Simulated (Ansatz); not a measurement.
# YNi2Te2 (element-swapped structure): how the settings move a single-point run

Question: which choices in the input matter for YNi2Te2 (element-swapped structure)?

Method: reference: DFT PBE, plane waves, PAW, scalar-relativistic, no spin polarisation, in Ansatz 0.2.0.

## 1. The starting structure

The structure is tetragonal, space group I4/mmm (No. 139). Conventional cell: a = 4.625 Å, b = 4.625 Å, c = 10.769 Å, α = 90.00°, β = 90.00°, γ = 90.00°. Y (site symmetry 4/mmm) is surrounded by 8 Ni at 3.55 Å and 10 Te at 3.55 to 4.00 Å. Ni (site symmetry -4m2) has 4 Te at 2.65 Å as nearest neighbours. Te (site symmetry 4mm) has 4 Ni at 2.65 Å and 1 Te at 2.78 Å and 4 Y at 3.55 Å as nearest neighbours.

As a file:

```cif
data_structure
_symmetry_space_group_name_H-M 'P 1'
_symmetry_Int_Tables_number 1
_cell_length_a 4.6253
_cell_length_b 4.6253
_cell_length_c 6.2999
_cell_angle_alpha 68.464
_cell_angle_beta 68.464
_cell_angle_gamma 90.000
_cell_volume 115.19
loop_
_atom_site_label
_atom_site_type_symbol
_atom_site_fract_x
_atom_site_fract_y
_atom_site_fract_z
_atom_site_occupancy
Y1 Y 0.00000 0.00000 0.00000 1
Ni1 Ni 0.75000 0.25000 0.50000 1
Ni2 Ni 0.25000 0.75000 0.50000 1
Te1 Te 0.37100 0.37100 0.25800 1
Te2 Te 0.62900 0.62900 0.74200 1
```

## 2. Baseline

input.yaml

```yaml
crystal:
  lattice:
    - [0.0, 4.625276, 0.0]
    - [4.625276, 0.0, 0.0]
    - [2.312638, 2.312638, -5.384478]
  atoms:
    - { symbol: "Y", position: [0.0, 0.0, 0.0] }
    - { symbol: Ni, position: [0.75, 0.25, 0.5] }
    - { symbol: Ni, position: [0.25, 0.75, 0.5] }
    - { symbol: Te, position: [0.371, 0.371, 0.258] }
    - { symbol: Te, position: [0.629, 0.629, 0.742] }
  symmetry: { tolerance: 0.0003 }
kpoints:
  mp_grid: { grid: [4, 4, 4], shift: [0, 0, 0] }
magnetization:
  spin_polarized: false
scf:
  occupations: { method: fermi_dirac }
hamiltonian:
  pseudopotentials: { kind: paw }
  xc: pbe
basis:
  ecutwfc: 420
output:
  forces: true
  stress: true
  eigenvalues: true
```

Command:

```
> ansatz run input.yaml --threads 1 --pin off --max-ram 2560MiB --backend cpu --events-out ev --progress --plain --runs-dir out
```

## 3. Variant: ecutrho_ratio 9

Edit input.yaml of step 2 so:

```diff
@@ -23,2 +23,3 @@
   ecutwfc: 420
+  ecutrho_ratio: 9
 output:
```

## 4. Variant: accuracy high

Edit input.yaml of step 2 so:

```diff
@@ -27 +27,2 @@
   eigenvalues: true
+accuracy: high
```

Q: Predict the outcome of this session. Wanted: for each run, ending; energy change; pressure; gap; force.

The runs gave:

```
               run     ending  energy change  pressure (GPa)  gap (eV)  force (eV/Å)  cycles   time
         reference  converged              0            -6.4      0.00          2.81       8  4.2 s
1: ecutrho_ratio 9  converged   0.0 meV/atom            -6.4      0.00          2.81       8    5 s
  2: accuracy high  converged   0.0 meV/atom            -6.4      0.00          2.81      11  5.6 s
```

Residual by cycle in the longest SCF loop of each run; runs are numbered as in the table. The quantity is the density residual dr2, in eV.

```
cycle  reference   run 1    run 2
    1     0.0413  0.0413   0.0413
    2     0.0119  0.0119   0.0119
    3     3.4e-4  3.4e-4   3.4e-4
    4     5.7e-5  5.7e-5   5.7e-5
    5     5.6e-6  5.7e-6   5.7e-6
    6     1.5e-6  1.5e-6   1.5e-6
    7     1.4e-7  1.4e-7   1.4e-7
    8     2.2e-8  2.3e-8   2.3e-8
    9          -       -  8.1e-10
   10          -       -  1.3e-10
   11          -       -  7.1e-12
```

**Reading.** Of the converged runs whose energies compare with the reference's, none moves it noticeably. The reference has no spin polarisation; with Ni present, a magnetic state may lie lower.

The reference has limits of its own: its mesh is coarse for a cell with so small a gap or none; the cell is far from equilibrium (-6 GPa, forces up to 2.8 eV/Å), so its values aren't those of the relaxed material; the structure is made up and not relaxed.
